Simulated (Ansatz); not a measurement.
# CH3ClOSW: geometry and vibrations

The task is to find a stationary geometry of CH3ClOSW, then compute its harmonic vibrations to see whether it is a minimum and to get the zero-point energy and entropy.

Method: RKS PBE0-D4/def2-TZVP; program: Ansatz 0.2.0, Gaussian basis.

The runs, in order: relaxation at PBE0-D4/def2-TZVP; harmonic vibrations at the same level.

1 further run of the same task is left out (set aside as unsound or not needed).

### 1 The starting structure

SMILES `[CH3][W](=[O])(=[S])[Cl]`, 8 atoms, charge 0, spin multiplicity 1.

Atoms are counted from 1 here; the program's logs count them from 0.

Bond lengths: C1–W2 2.179 Å, C1–H6 1.104 Å, C1–H7 1.101 Å, C1–H8 1.107 Å, W2–O3 1.679 Å, W2–S4 2.179 Å, W2–Cl5 2.160 Å. Angles: W2–C1–H6 112.0°, W2–C1–H7 113.9°, W2–C1–H8 110.9°, H6–C1–H7 106.0°, H6–C1–H8 107.2°, H7–C1–H8 106.4°, C1–W2–O3 102.7°, C1–W2–S4 101.1°, C1–W2–Cl5 107.1°, O3–W2–S4 110.2°, O3–W2–Cl5 120.7°, S4–W2–Cl5 112.6°.

Coordinates:

```csv
atom,x (Å),y (Å),z (Å)
C1,-0.8885,-0.1427,0.6548
W2,0.9366,0.1250,-0.5058
O3,2.0602,-0.7715,0.3626
S4,0.4141,-0.9074,-2.3517
Cl5,1.2016,2.2504,-0.7884
H6,-0.7606,0.1716,1.7055
H7,-1.2469,-1.1835,0.6904
H8,-1.7165,0.4581,0.2327
```

The start is a GFN2-xTB geometry. W takes the def2 core potential; no spin-orbit term is included.

### 2 Geometry optimisation, PBE0-D4/def2-TZVP

The input, in.yaml:

```yaml
crystal:
  periodic: [false, false, false]
  atoms:
    - {symbol: C, position_ang: [-0.888480, -0.142730, 0.654750]}
    - {symbol: W, position_ang: [0.936610, 0.124970, -0.505830]}
    - {symbol: O, position_ang: [2.060210, -0.771520, 0.362560]}
    - {symbol: S, position_ang: [0.414070, -0.907370, -2.351660]}
    - {symbol: Cl, position_ang: [1.201590, 2.250400, -0.788450]}
    - {symbol: H, position_ang: [-0.760570, 0.171590, 1.705490]}
    - {symbol: H, position_ang: [-1.246900, -1.183470, 0.690420]}
    - {symbol: H, position_ang: [-1.716530, 0.458130, 0.232720]}
basis:
  gaussian: {orbitals: def2-TZVP}
hamiltonian: {xc: pbe0, dispersion: d4}
relax: {f_tol: 0.005, max_steps: 150}
```

Command:

```
$ ansatz run in.yaml --threads 2 --pin off --events-out ev --progress --plain --max-ram 32768MiB --backend cuda --devices 0, --max-vram 18GiB
```

After this run come: Force constants and modes.

Before running them: what should the planned runs give, taken together? Wanted: point group; shift from the start; total energy; dispersion term; dipole moment; lowest, highest wavenumber; zero-point energy.

As calculated:

| quantity | value |
| --- | --- |
| point group | C1 |
| steps | 12 |
| shift from the start (rms) | 0.115 Å |
| total energy | -28312.0399 eV |
| dispersion term | -222 meV |
| dipole moment | 2.59 D |
| lowest, highest wavenumber | 125, 3148 cm⁻¹ |
| zero-point energy | 26.2 kcal/mol |
| entropy at 298.15 K | 369.3 J/(mol K) |

What this shows: The atoms moved 0.12 Å (rms) from the start; the bond that changed most is W2–Cl5, from 2.160 to 2.259 Å. All wavenumbers are real, so the end point is a minimum. The stiffest mode, 3148 cm⁻¹, is a C–H stretch, and 4 modes under 200 cm⁻¹ make the vibrational entropy uncertain. Harmonic hybrid wavenumbers usually lie a few per cent above measured fundamentals. The largest Mulliken charge, +1.12 e, sits on W2.
